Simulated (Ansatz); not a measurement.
# C2H2AlF2I: the cost of one run

Computed with Ansatz 0.2.0. Level: RKS B3LYP-D4/def2-SVP.

## (1) The system as given

8 atoms, charge 0, spin multiplicity 1.

Atoms are counted from 1 here; the program's logs count them from 0.

Bond lengths: F1–C2 1.335 Å, C2–C4 1.356 Å, C2–H7 1.103 Å, Al3–C4 1.957 Å, Al3–I6 2.491 Å, Al3–H8 1.587 Å, C4–F5 1.361 Å. Angles: F1–C2–C4 123.6°, F1–C2–H7 114.3°, C4–C2–H7 122.1°, C4–Al3–I6 117.0°, C4–Al3–H8 122.5°, I6–Al3–H8 120.5°, C2–C4–Al3 123.9°, C2–C4–F5 118.7°, Al3–C4–F5 117.4°.

Geometry (Å):

```xyz
8
charge 0, multiplicity 1
F     1.9823    0.6999   -1.6666
C     1.1132    0.5796   -0.6609
Al   -1.1573   -0.5268    0.8391
C     0.1175   -0.3409   -0.6341
F    -0.0127   -1.1934   -1.6873
I    -0.9201    1.0551    2.7492
H     1.2693    1.2975    0.1617
H    -2.3001   -1.6281    0.8432
```

## (2) Relaxation

Contents of input.yaml:

```yaml
crystal:
  periodic: [false, false, false]
  atoms:
    - { symbol: F, position_ang: [1.982345, 0.69986, -1.666609] }
    - { symbol: C, position_ang: [1.113181, 0.579616, -0.660889] }
    - { symbol: Al, position_ang: [-1.157334, -0.526825, 0.839123] }
    - { symbol: C, position_ang: [0.117546, -0.340852, -0.634097] }
    - { symbol: F, position_ang: [-0.012707, -1.193383, -1.687326] }
    - { symbol: I, position_ang: [-0.920092, 1.055057, 2.749177] }
    - { symbol: H, position_ang: [1.269255, 1.297527, 0.161686] }
    - { symbol: H, position_ang: [-2.300093, -1.6281, 0.843235] }
basis:
  gaussian: { orbitals: def2-SVP }
hamiltonian:
  xc: { name: B3LYP }
  dispersion: d4
output:
  forces: true
relax:
  f_tol: 0.003
  max_steps: 120
```

The run is started by

```console
> ansatz run input.yaml --threads 1 --pin off --max-ram 2560MiB --backend cpu --events-out ev --progress --plain --runs-dir out
```

Q: Estimate wall time and peak memory on 1 thread of Arm Neoverse V1, shared host.

About 69 s, with a peak of 0.28 GiB.
